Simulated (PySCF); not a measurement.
# C4H4FNO2: the cost of one run

Programs: PySCF 2.14.0, with density-fitted response routines of our own. Each step states its level of theory. These are calculated values for one molecule, in the gas phase or a continuum, unless marked as measured. Atoms are numbered from 0 throughout.

## 1. The molecule as given

12 atoms, charge 0, multiplicity 1; geometry from: GFN2-xTB. The atoms were then displaced at random by about 0.01 Å, so the start is not that level's minimum.

Bonds of the start (Å): C0–O1 1.45, O1–C2 1.35, C2–C3 1.35, C3–O4 1.38, O4–N5 1.35, N5–C6 1.31, C6–F7 1.33, C6–C2 1.40, C0–H8 1.10, C0–H9 1.07, C0–H10 1.08, C3–H11 1.06.

## 2. Relaxing the molecule at PBE0-D3(BJ)/def2-SVP

What the job is given:

```
{"job": {"xc": "PBE0", "basis": "def2-SVP", "d3": "d3bj", "grid": 1, "shake": 0.01, "kind": "geom"}, "charge": 0, "multiplicity": 1}
C      1.963570     0.011940    -0.099690
O      0.803810     0.830080    -0.373030
C     -0.397190     0.269400    -0.101900
C     -0.694250    -0.949110     0.407490
O     -2.072340    -1.038470     0.491170
N     -2.630020     0.114120     0.067410
C     -1.640980     0.891810    -0.285250
F     -1.844690     2.110300    -0.764240
H      1.999800    -0.211550     0.977850
H      1.922370    -0.885310    -0.685050
H      2.795010     0.636640    -0.378380
H     -0.165400    -1.808120     0.734590
```

Started as:

```console
OMP_NUM_THREADS=1 python probes_run.py task.json out
```

The driver reads the jobs from task.json and runs them one after another.

Q: Estimate the wall time and peak memory of this first job on 1 thread of Arm Neoverse V2, shared host.

About 57 s, with a peak of 0.56 GiB.
